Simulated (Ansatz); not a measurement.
# ClH5O3SSi2: up Jacob's ladder to CCSD(T)

One table from this session's results is given with a row withheld; the runs are named, their logs left out.

Computed with Ansatz 0.2.0, Gaussian basis. Level: functionals in def2-TZVPP, the program's frozen cores in correlated methods.

Levels to be run: LDA (SPW92), PBE-D4, revPBE-D4, BLYP-D4, r2SCAN-D4, B97M-V, PBE0-D4, B3LYP-D4, r2SCANh-D4, r2SCAN0-D4, HSE06-D4, BHLYP-D4, CAM-B3LYP-D4, LC-ωPBE, ωB97X-V, ωB97M-V, B2PLYP, PBE-QIDH; CCSD(T)/def2-SVP; CCSD(T)/def2-TZVPP; MP2/def2-QZVPP; extrapolation to the limit.

2 further runs of the same task are left out: 2 set aside as unsound or not needed.

## The geometry

An earlier PBE0-D4 in a triple-zeta def2 set relaxation fixed the geometry.

SMILES `O[SiH](O)S[SiH](O)Cl`, 12 atoms, charge 0, spin multiplicity 1.

Atoms are counted from 1 here; the program's logs count them from 0.

Bond lengths: O1–Si2 1.625 Å, O1–H8 0.959 Å, Si2–O3 1.631 Å, Si2–S4 2.159 Å, Si2–H9 1.476 Å, O3–H10 0.961 Å, S4–Si5 2.111 Å, Si5–O6 1.626 Å, Si5–Cl7 2.075 Å, Si5–H11 1.471 Å, O6–H12 0.959 Å. Angles: Si2–O1–H8 117.9°, O1–Si2–O3 108.2°, O1–Si2–S4 108.2°, O1–Si2–H9 107.5°, O3–Si2–S4 110.6°, O3–Si2–H9 113.5°, S4–Si2–H9 108.7°, Si2–O3–H10 116.4°, Si2–S4–Si5 100.3°, S4–Si5–O6 109.5°, S4–Si5–Cl7 109.8°, S4–Si5–H11 114.3°, O6–Si5–Cl7 110.2°, O6–Si5–H11 106.9°, Cl7–Si5–H11 105.9°, Si5–O6–H12 118.6°.

The first run:

The input, in.yaml:

```yaml
crystal:
  periodic: [false, false, false]
  atoms:
    - {symbol: O, position_ang: [-0.766210, -2.902014, 0.406262]}
    - {symbol: Si, position_ang: [-0.768308, -1.277059, 0.397135]}
    - {symbol: O, position_ang: [-0.865990, -0.759534, 1.940313]}
    - {symbol: S, position_ang: [1.069716, -0.603988, -0.514560]}
    - {symbol: Si, position_ang: [0.534322, 1.373346, -1.023998]}
    - {symbol: O, position_ang: [1.863535, 2.199799, -1.463687]}
    - {symbol: Cl, position_ang: [-0.380536, 2.293474, 0.595557]}
    - {symbol: H, position_ang: [-0.249718, -3.346094, 1.081237]}
    - {symbol: H, position_ang: [-1.900012, -0.840382, -0.443102]}
    - {symbol: H, position_ang: [-0.675265, 0.170137, 2.092556]}
    - {symbol: H, position_ang: [-0.420131, 1.474467, -2.138207]}
    - {symbol: H, position_ang: [2.635497, 2.162548, -0.895505]}
basis:
  gaussian: {orbitals: def2-TZVPP}
hamiltonian: {xc: lda}
output: {orbitals: {seedname: orbitals}}
```

Steps of the session up to this table: LDA; PBE-D4 (GGA); revPBE-D4 (GGA); BLYP-D4 (GGA); r2SCAN-D4 (meta-GGA); B97M-V (meta-GGA); PBE0-D4 (hybrid); B3LYP-D4 (hybrid); r2SCANh-D4 (hybrid); r2SCAN0-D4 (hybrid); HSE06-D4 (hybrid); BHLYP-D4 (hybrid); CAM-B3LYP-D4 (range-separated); LC-ωPBE (range-separated); ωB97X-V (range-separated); ωB97M-V (range-separated); B2PLYP (double hybrid); PBE-QIDH (double hybrid).

One of the session's tables, all rows but one given; the rest of the session is left out.

It belongs to the step «Frontier levels by functional». 

```
  functional  HOMO (eV)  gap (eV)
 LDA (SPW92)      -6.80      5.43
      PBE-D4      -6.65      5.56
   revPBE-D4      -6.60      5.62
     BLYP-D4      -6.47      5.53
   r2SCAN-D4      -6.97      6.24
      B97M-V      -7.08      6.26
     PBE0-D4          ?         ?
    B3LYP-D4      -7.65      7.24
  r2SCANh-D4      -7.44      7.00
  r2SCAN0-D4      -8.13      8.13
    HSE06-D4      -7.52      6.92
    BHLYP-D4      -9.02      9.74
CAM-B3LYP-D4      -9.23     10.04
     LC-ωPBE     -10.64     12.62
     ωB97X-V     -10.27     12.13
     ωB97M-V     -10.09     11.66
```

**Question.** Estimate the row for PBE0-D4.

As computed: HOMO (eV): -7.92; gap (eV): 7.70. In the column «HOMO (eV)» it lies between r2SCAN0-D4 (-8.13) and B3LYP-D4 (-7.65).
